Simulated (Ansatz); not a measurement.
# SiGe4W: the cost of one run

Computed with Ansatz 0.2.0 (DFT PBE, scalar-relativistic, plane waves, PAW, unless a step's input says otherwise).

**1. Starting point**

The structure is tetragonal, space group P4/mmm (No. 123). The conventional cell has a = 2.971 Å, b = 2.971 Å, c = 11.196 Å, α = 90.00°, β = 90.00°, γ = 90.00°. Si (site symmetry 4/mmm) is surrounded by 8 Ge at 2.59 Å. Ge (site symmetry 4mm) is surrounded by 1 Ge at 2.56 Å and 4 Si at 2.59 Å. Ge (site symmetry 4mm) has 1 Ge at 2.56 Å and 4 W at 2.59 Å as nearest neighbours. W (site symmetry 4/mmm) is surrounded by 8 Ge at 2.59 Å and 4 W at 2.97 Å.

Coordinates:

```cif
data_structure
_symmetry_space_group_name_H-M 'P 1'
_symmetry_Int_Tables_number 1
_cell_length_a 2.9710
_cell_length_b 2.9710
_cell_length_c 11.1958
_cell_angle_alpha 90.000
_cell_angle_beta 90.000
_cell_angle_gamma 90.000
_cell_volume 98.83
loop_
_atom_site_label
_atom_site_type_symbol
_atom_site_fract_x
_atom_site_fract_y
_atom_site_fract_z
_atom_site_occupancy
Si1 Si 0.00000 0.00000 0.50000 1
Ge1 Ge 0.50000 0.50000 0.36453 1
Ge2 Ge 0.50000 0.50000 0.86434 1
Ge3 Ge 0.50000 0.50000 0.13566 1
Ge4 Ge 0.50000 0.50000 0.63547 1
W1 W 0.00000 0.00000 0.00000 1
```

Recipe of the guess: species swapped into a database cell of MnFeSi4 (P4/mmm, No. 123), with Si on the Mn sites, W on the Fe sites and Ge on the Si sites. Its size is a rough estimate.

**2. The guess as it stands, on a coarse mesh**

input.yaml

```yaml
crystal:
  lattice:
    - [2.97103459, 0.0, 0.0]
    - [0.0, 2.97103459, 0.0]
    - [0.0, 0.0, 11.19578343]
  atoms:
    - { symbol: Si, position: [0.0, 0.0, 0.5] }
    - { symbol: Ge, position: [0.5, 0.5, 0.364526] }
    - { symbol: Ge, position: [0.5, 0.5, 0.86433899] }
    - { symbol: Ge, position: [0.5, 0.5, 0.13566101] }
    - { symbol: Ge, position: [0.5, 0.5, 0.635474] }
    - { symbol: W, position: [0.0, 0.0, 0.0] }
basis:
  ecutwfc: 420
kpoints:
  mp_grid: { grid: [6, 6, 2] }
hamiltonian:
  xc: pbe
scf:
  occupations: { method: gaussian, width: 0.1 }
  lower_state_search: "off"
output:
  forces: true
  stress: true
  eigenvalues: true
```

Command:

```sh
$ ansatz run input.yaml --threads 1 --pin off --max-ram 2560MiB --backend cpu --events-out ev --progress --plain --runs-dir out
```

**Question.** How long does this run take on 1 thread of Intel Xeon Gold 6455B (Sapphire Rapids), shared host, and how much memory does it need?

About 4.6 s, with a peak of 0.42 GiB.
